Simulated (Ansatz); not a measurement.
**H₄N₂O₂W: basis-set convergence**

How large a basis does H₄N₂O₂W need? Two functionals are run in growing sets.

Method: one geometry, several basis sets; program: Ansatz 0.2.0, Gaussian basis.

The runs, in order: PBE0-D4/def2-SVP; ωB97M-V/def2-SVP; PBE0-D4/def2-QZVPP; ωB97M-V/def2-QZVPP; the functionals' def2-TZVPP values are taken from earlier runs.

### 1 The geometry

All runs share one geometry, relaxed beforehand with PBE0-D4 in a triple-zeta def2 set. W takes the def2 core potential; no spin-orbit term is included.

SMILES `[NH2][W]([NH2])(=[O])=[O]`, 9 atoms, charge 0, spin multiplicity 1.

Atoms are counted from 1 here; the program's logs count them from 0.

Bond lengths: N1–W2 1.946 Å, N1–H6 1.008 Å, N1–H7 1.008 Å, W2–N3 1.946 Å, W2–O4 1.711 Å, W2–O5 1.711 Å, N3–H8 1.008 Å, N3–H9 1.008 Å. Angles: W2–N1–H6 123.8°, W2–N1–H7 123.8°, H6–N1–H7 111.7°, N1–W2–N3 111.8°, N1–W2–O4 107.8°, N1–W2–O5 107.8°, N3–W2–O4 107.8°, N3–W2–O5 107.8°, O4–W2–O5 113.8°, W2–N3–H8 123.8°, W2–N3–H9 123.8°, H8–N3–H9 111.7°.

### 2 PBE0-D4 in def2-SVP

Contents of in.yaml:

```yaml
crystal:
  periodic: [false, false, false]
  atoms:
    - {symbol: N, position_ang: [-1.093028, 1.224570, -0.336675]}
    - {symbol: W, position_ang: [0.312006, -0.106475, -0.539790]}
    - {symbol: N, position_ang: [0.641192, -1.070374, 1.118398]}
    - {symbol: O, position_ang: [-0.206391, -1.240687, -1.710838]}
    - {symbol: O, position_ang: [1.752463, 0.713082, -0.963984]}
    - {symbol: H, position_ang: [-0.920512, 2.196046, -0.130107]}
    - {symbol: H, position_ang: [-2.060800, 1.058706, -0.564943]}
    - {symbol: H, position_ang: [0.217358, -1.956086, 1.346608]}
    - {symbol: H, position_ang: [1.357713, -0.818773, 1.781340]}
basis:
  gaussian: {orbitals: def2-SVP}
hamiltonian: {xc: pbe0, dispersion: d4}
output: {orbitals: {seedname: orbitals}}
```

Command:

```console
$ ansatz run in.yaml --threads 4 --pin off --events-out ev --progress --plain --max-ram 10444MiB
```

Further steps of the session: ωB97M-V in def2-SVP; PBE0-D4 in def2-QZVPP; ωB97M-V in def2-QZVPP.

Before running them: what should the planned runs give, taken together? Wanted: PBE0-D4: double and triple zeta above quadruple; ωB97M-V: double and triple zeta above quadruple.

The runs gave:

| quantity | value |
| --- | --- |
| PBE0-D4: double and triple zeta above quadruple | 9.86, 0.43 eV |
| ωB97M-V: double and triple zeta above quadruple | 10.13, 0.40 eV |

**Reading.** PBE0-D4 gains 9.44 eV from double to triple zeta, then 0.43 eV more. These are total energies; as a rule much of such shifts cancels in differences, which this series doesn't test.
